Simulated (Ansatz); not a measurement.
HfMoC2:

```
Hf Mo C
1.0
     3.19142    0.00000    0.00000
     0.00000    3.19142    0.00000
     0.00000    0.00000    4.48516
Hf Mo C
1 1 2
Direct
  0.00000 0.00000 0.00000
  0.50000 0.50000 0.50000
  0.50000 0.50000 0.00000
  0.00000 0.00000 0.50000
```

The cell comes from a database or a generator and needn't be the stable form of this composition.

- Program: Ansatz 0.2.0
- Task: relaxation of cell and atoms
- Functional: r2SCAN
- Dispersion: rVV10
- Potentials or basis: Ansatz PAW
- Cutoff: 500 eV (not typed: the program's choice for these potentials)
- k mesh: 8 × 8 × 6
- Occupations: fermi-dirac, width 0.05 eV
- Spin: no spin polarisation

At the start: volume 11.42 Å³/atom.

Where does the relaxation end?

It ends after 6 steps and the volume is 11.23 Å³/atom (-1.7 %); space group P4/mmm (No. 123, to 0.05 Å).

Step by step:
| step | energy change (eV) | largest force (eV/Å) | volume (Å³) |
| --- | --- | --- | --- |
| 1 | 0.0000 | 0.0000 | 45.68 |
| 2 | -0.0125 | 0.0000 | 44.53 |
| 3 | -0.0156 | 0.0000 | 44.92 |
| 4 | -0.0157 | 0.0000 | 44.92 |
| 5 | -0.0157 | 0.0000 | 44.93 |
| 6 | -0.0155 | 0.0000 | 44.93 |

Final structure:
```
CELL_PARAMETERS angstrom
3.18319 0.00000 0.00000
0.00000 3.18319 0.00000
0.00000 0.00000 4.43368
ATOMIC_POSITIONS crystal
Hf 0.00000 0.00000 0.00000
Mo 0.50000 0.50000 0.50000
C 0.50000 0.50000 0.00000
C 0.00000 0.00000 0.50000
```

Caveat: the plane-wave basis is chosen anew once the cell has moved, so the energies of steps on either side of that aren't comparable; the PAW data sets come from PBE, with cores solved anew for the run's functional, which leaves a small shift of forces and pressure.
